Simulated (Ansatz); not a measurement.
# BN: pressure up to the limit of the methods

An exercise on one series of results from a longer session: the logs are not shown, and one member is left open.

Method: DFT r²SCAN, with the methods named in each step, in Ansatz 0.2.0.

**The system as given**

It takes space group F-43m (No. 216, cubic). The conventional cell has a = 4.309 Å, b = 4.309 Å, c = 4.309 Å, α = 90.00°, β = 90.00°, γ = 90.00°. B (site symmetry -43m) is surrounded by 4 N at 1.87 Å. Around N (site symmetry -43m) lie 4 B at 1.87 Å.

Structure file:

```cif
data_structure
_symmetry_space_group_name_H-M 'F-43m'
_symmetry_Int_Tables_number 216
_cell_length_a 4.3089
_cell_length_b 4.3089
_cell_length_c 4.3089
_cell_angle_alpha 90.000
_cell_angle_beta 90.000
_cell_angle_gamma 90.000
_cell_volume 80.00
loop_
_atom_site_label
_atom_site_type_symbol
_atom_site_symmetry_multiplicity
_atom_site_Wyckoff_symbol
_atom_site_fract_x
_atom_site_fract_y
_atom_site_fract_z
_atom_site_occupancy
B1 B 4 a 0.00000 0.00000 0.00000 1
N1 N 4 d 0.25000 0.25000 0.75000 1
```

The file gives the conventional cell by its symmetry; the runs use the cell typed in the input.

Whether this phase is the stable one at these pressures isn't tested.

Atoms are numbered in the order of the input: B1, N2.

The first run:

File input.yaml:

```yaml
crystal:
  lattice:
    - [0.0, 2.15443469, 2.15443469]
    - [2.15443469, 0.0, 2.15443469]
    - [2.15443469, 2.15443469, 0.0]
  atoms:
    - { symbol: B, position: [0.0, 0.0, 0.0] }
    - { symbol: "N", position: [0.25, 0.25, 0.25] }
kpoints:
  mp_grid: { grid: [15, 15, 15] }
scf:
  occupations: { method: fermi_dirac, width: 0.08 }
hamiltonian:
  xc: r2scan
  pseudopotentials: { kind: paw }
output:
  forces: true
  stress: true
relax:
  f_tol: 0.005
  max_steps: 40
  cell: {}
```

Run with:

```
ansatz run input.yaml --threads 1 --pin off --max-ram 2048MiB --backend cpu --events-out ev --progress --plain --runs-dir out
```

Among the steps run: Cell relaxed at zero pressure, PAW; Volume scaled by 1, PAW; Volume scaled by 0.94, PAW; Volume scaled by 0.88, PAW; Volume scaled by 0.8, PAW; Volume scaled by 0.72, PAW; Volume scaled by 0.64, PAW; Volume scaled by 0.55, PAW; Volume scaled by 0.55, PAW (core large).

One of the session's tables, all rows but one given; the rest of the session is left out.

 The rows PAW, 0.55 and PAW (core large), 0.55 agree to the last digit and may rest on the same set-up.

| method | volume over the first | volume (Å³/atom) | pressure (GPa) | gap on the k mesh (eV) |
| --- | --- | --- | --- | --- |
| PAW | 1 | 5.879 | 0.04 | 5.06 |
| PAW | 0.94 | ? | ? | ? |
| PAW | 0.88 | 5.173 | 63.18 | 5.22 |
| PAW | 0.8 | 4.703 | 130.58 | 5.33 |
| PAW | 0.72 | 4.233 | 231.22 | 5.44 |
| PAW | 0.64 | 3.762 | 385.10 | 5.55 |
| PAW | 0.55 | 3.233 | 668.20 | 5.69 |
| PAW (core large) | 0.55 | 3.233 | 668.20 | 5.69 |

Estimate the missing values for PAW, 0.94.

As computed: volume (Å³/atom): 5.526; pressure (GPa): 27.19; gap on the k mesh (eV): 5.14. In the column «volume (Å³/atom)» it lies between PAW, 0.88 (5.173) and PAW, 1 (5.879).
